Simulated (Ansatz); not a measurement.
# CH2BN (BH2(CN)) at r2SCAN0/STO-3G

Aim: the electronic atomisation energy of CH2BN (BH2(CN)) at r2SCAN0/STO-3G, from 5 runs. 

The calculation is run with Ansatz 0.2.0.

### 1 The molecule

The species is CH2BN (5 atoms), meant as a singlet with charge 0. As SMILES, `[H]B([H])C#N`. The shape is that of a GFN2-xTB optimisation.

Bond lengths: B1–C4 1.511 Å, C4–N5 1.149 Å, B1–H2 1.166 Å, B1–H3 1.166 Å. Angles: B1–C4–N5 180.0°, H2–B1–C4 118.9°, H3–B1–C4 118.9°, H2–B1–H3 122.2°.

### 2 A single-point energy at r2SCAN0/STO-3G

in.yaml

```yaml
crystal:
  periodic: [false, false, false]
  atoms:
    - symbol: B
      position_ang: [0.303740, 0.527560, 0.008500]
    - symbol: H
      position_ang: [1.468860, 0.505990, 0.058320]
    - symbol: H
      position_ang: [-0.298270, 1.526000, -0.026970]
    - symbol: C
      position_ang: [-0.450670, -0.781610, -0.012050]
    - symbol: "N"
      position_ang: [-1.023660, -1.777940, -0.027800]
basis:
  gaussian:
    orbitals: STO-3G
accuracy: high
hamiltonian:
  xc: {name: r2SCAN0}
```

Launch:

```console
$ ansatz run in.yaml --threads 1 --pin off --max-ram 2610MiB --events-out events.jsonl --progress --plain --runs-dir runs
```

Standard output:

```text
Warning: RAYON_NUM_THREADS=1 ignored (pool sized by the plan → 1); use --threads N
Functional definition: r2SCAN0
  name "r2SCAN0"
  parameter a = 0.25
  parameter k0 = 0.174
  parameter k1 = 0.065
  parameter a1 = 4.9479
  exchange = (1 - a)*r2scan_x(k0 = k0, k1 = k1, a1 = a1) + a*exact_x
  correlation = r2scan_c
296 factors; integrals over basis functions are off by at most 5.7e-9 eV
mean field evaluation 1: about -3189.6528 eV, gradient 2.5e1 eV
mean field evaluation 2: about -3184.6481 eV, gradient 5.0e1 eV
mean field evaluation 4: about -3191.3275 eV, gradient 3.9e-1 eV
mean field evaluation 8: about -3191.2633 eV, gradient 3.7e-3 eV
mean field evaluation 16: about -3191.2633 eV, gradient 1.7e-9 eV
mean field -3191.26325769 eV, -117.2767616042 hartree, gradient 1.8e-9 eV, S^2 0.000000; 0 other end points of the search recorded, 0 dependent functions left out
reference -3191.26325793 eV, -117.2767616131 hartree; 10, 10 occupied and 7, 7 virtual orbitals, 296 factors
Total energy: -3191.26325793 eV, -117.2767616131 hartree
```

Wall time 1.6 s (1 thread of Arm Neoverse V2, shared host); peak memory 0.13 GiB.

### 3 The B atom, same level

input.yaml

```yaml
crystal:
  periodic: [false, false, false]
  atoms:
    - {symbol: B, position_ang: [0.000000, 0.000000, 0.000000]}
basis:
  gaussian: {orbitals: STO-3G}
magnetization: {spin_polarized: true, initial_magnetization: 1}
hamiltonian: {xc: {name: r2SCAN0}}
accuracy: high
```

Run the same way, it converges to -24.25616 Eh (log not shown).

### 4 The C atom

molecule.yaml

```yaml
basis:
  gaussian: {orbitals: STO-3G}
crystal:
  periodic: [false, false, false]
  atoms:
    - {symbol: C, position_ang: [0.000000, 0.000000, 0.000000]}
magnetization: {spin_polarized: true, initial_magnetization: 2}
hamiltonian: {xc: {name: r2SCAN0}}
accuracy: high
```

Launch:

```console
$ ansatz run molecule.yaml --threads 1 --pin off --max-ram 2610MiB --events-out events.jsonl --progress --plain --runs-dir runs
```

Standard output (excerpt; [...] marks lines left out):

```text
Warning: RAYON_NUM_THREADS=1 ignored (pool sized by the plan → 1); use --threads N
[... 8 set-up lines as earlier in the session ...]
15 factors; integrals over basis functions are off by at most 9.8e-10 eV
mean field evaluation 1: about -1015.9310 eV, gradient 1.6e-10 eV
mean field evaluation 2: about -1015.9286 eV, gradient 6.7e-10 eV
mean field -1015.92858945 eV, -37.3346870410 hartree, gradient 0.0e0 eV, S^2 2.000000; 0 other end points of the search recorded, 0 dependent functions left out
reference -1015.92858968 eV, -37.3346870496 hartree; 4, 2 occupied and 1, 3 virtual orbitals, 15 factors
Total energy: -1015.92858968 eV, -37.3346870496 hartree
```

It took 0.46 s on 1 thread of Arm Neoverse V2, shared host.

### 5 The H atom

job.yaml

```yaml
crystal:
  periodic: [false, false, false]
  atoms:
    - symbol: H
      position_ang: [0.000000, 0.000000, 0.000000]
basis:
  gaussian: {orbitals: STO-3G}
magnetization: {spin_polarized: true, initial_magnetization: 1}
hamiltonian: {xc: {name: r2SCAN0}}
accuracy: high
```

Run the same way, it converges to -0.46649 Eh (log not shown).

### 6 The N atom

molecule.yaml

```yaml
crystal:
  periodic: [false, false, false]
  atoms:
    - {symbol: "N", position_ang: [0.000000, 0.000000, 0.000000]}
basis:
  gaussian: {orbitals: STO-3G}
magnetization: {spin_polarized: true, initial_magnetization: 3}
hamiltonian: {xc: {name: r2SCAN0}}
accuracy: high
```

Run the same way, it converges to -53.88331 Eh (log not shown).

### 7 Results

At r2SCAN0/STO-3G:

```
                     quantity          value
       molecule: total energy  -117.27676 Eh
         B atom: total energy   -24.25616 Eh
                 B atom: ⟨S²⟩          0.750
         C atom: total energy   -37.33469 Eh
                 C atom: ⟨S²⟩          2.000
         H atom: total energy    -0.46649 Eh
                 H atom: ⟨S²⟩          0.750
         N atom: total energy   -53.88331 Eh
                 N atom: ⟨S²⟩          3.750
electronic atomisation energy      23.663 eV
```

In words: Taking the molecule apart into free atoms costs 23.66 eV (2283 kJ/mol), before zero-point energy and without spin-orbit coupling. In a minimal basis such a difference can be off by several eV, whatever the method.
